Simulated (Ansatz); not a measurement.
**Ag₂: a ladder of functionals and wavefunction methods**

The task here is to estimate one member of a computed series from the others.

Program: Ansatz 0.2.0, Gaussian basis. Level of theory: functionals in def2-TZVPP, the program's frozen cores in correlated methods. These are calculated values, not measurements.

Levels to be run: LDA (SPW92), PBE-D4, revPBE-D4, BLYP-D4, r2SCAN-D4, B97M-V, PBE0-D4, B3LYP-D4, r2SCANh-D4, r2SCAN0-D4, HSE06-D4, BHLYP-D4, CAM-B3LYP-D4, LC-ωPBE, ωB97X-V, ωB97M-V, B2PLYP, PBE-QIDH; CCSD(T)/def2-SVP; CCSD(T)/def2-TZVPP; CCSD(T)/def2-QZVPP; extrapolation to the limit; RPA on PBE.

## The geometry

All runs share one geometry, relaxed beforehand with PBE0-D4 in a triple-zeta def2 set. Ag takes the def2 core potential; no spin-orbit term is included.

SMILES `[Ag][Ag]`, 2 atoms, charge 0, spin multiplicity 1.

Atoms are counted from 1 here; the program's logs count them from 0.

Bond lengths: Ag1–Ag2 2.576 Å.

The first run:

in.yaml

```yaml
crystal:
  periodic: [false, false, false]
  atoms:
    - {symbol: Ag, position_ang: [-1.095639, 0.386398, -0.556414]}
    - {symbol: Ag, position_ang: [1.095639, -0.386398, 0.556414]}
basis:
  gaussian: {orbitals: def2-TZVPP}
hamiltonian: {xc: lda}
output: {orbitals: {seedname: orbitals}}
```

The run is started by

```bash
> ansatz run in.yaml --threads 2 --pin off --events-out ev --progress --plain --max-ram 32768MiB --backend cpu
```

Steps of the session up to this table: LDA; PBE-D4 (GGA); revPBE-D4 (GGA); BLYP-D4 (GGA); r2SCAN-D4 (meta-GGA); B97M-V (meta-GGA); PBE0-D4 (hybrid); B3LYP-D4 (hybrid); r2SCANh-D4 (hybrid); r2SCAN0-D4 (hybrid); HSE06-D4 (hybrid); BHLYP-D4 (hybrid); CAM-B3LYP-D4 (range-separated); LC-ωPBE (range-separated); ωB97X-V (range-separated); ωB97M-V (range-separated); B2PLYP (double hybrid); PBE-QIDH (double hybrid).

One of the session's tables, all rows but one given; the rest of the session is left out.

It belongs to the step «Frontier levels by functional». 

```
  functional  HOMO (eV)  LUMO (eV)  gap (eV)
 LDA (SPW92)      -5.57      -3.48      2.09
      PBE-D4      -5.22      -3.16      2.06
   revPBE-D4      -5.09      -3.04      2.06
     BLYP-D4      -5.19      -3.21      1.98
   r2SCAN-D4      -5.20      -2.90      2.30
      B97M-V      -5.14      -3.13      2.01
     PBE0-D4      -5.66      -2.31      3.35
    B3LYP-D4      -5.70      -2.70      3.01
  r2SCANh-D4      -5.40      -2.60      2.80
  r2SCAN0-D4          ?          ?         ?
    HSE06-D4      -5.29      -2.66      2.63
    BHLYP-D4      -6.09      -1.65      4.44
CAM-B3LYP-D4      -6.70      -1.62      5.09
     LC-ωPBE      -7.41      -0.38      7.03
     ωB97X-V      -7.29      -0.56      6.73
     ωB97M-V      -7.29      -0.75      6.54
```

**Question.** Estimate the row for r2SCAN0-D4.

Worked estimate for «HOMO (eV)». Against the share of exact exchange, r2SCAN-D4 (0, -5.20), r2SCANh-D4 (0.1, -5.40) give a slope of -2.00 per unit share; at 0.25 the line stands at -5.70.

As computed: HOMO (eV): -5.70; LUMO (eV): -2.17; gap (eV): 3.54. In «HOMO (eV)» the line misses by 0.00.
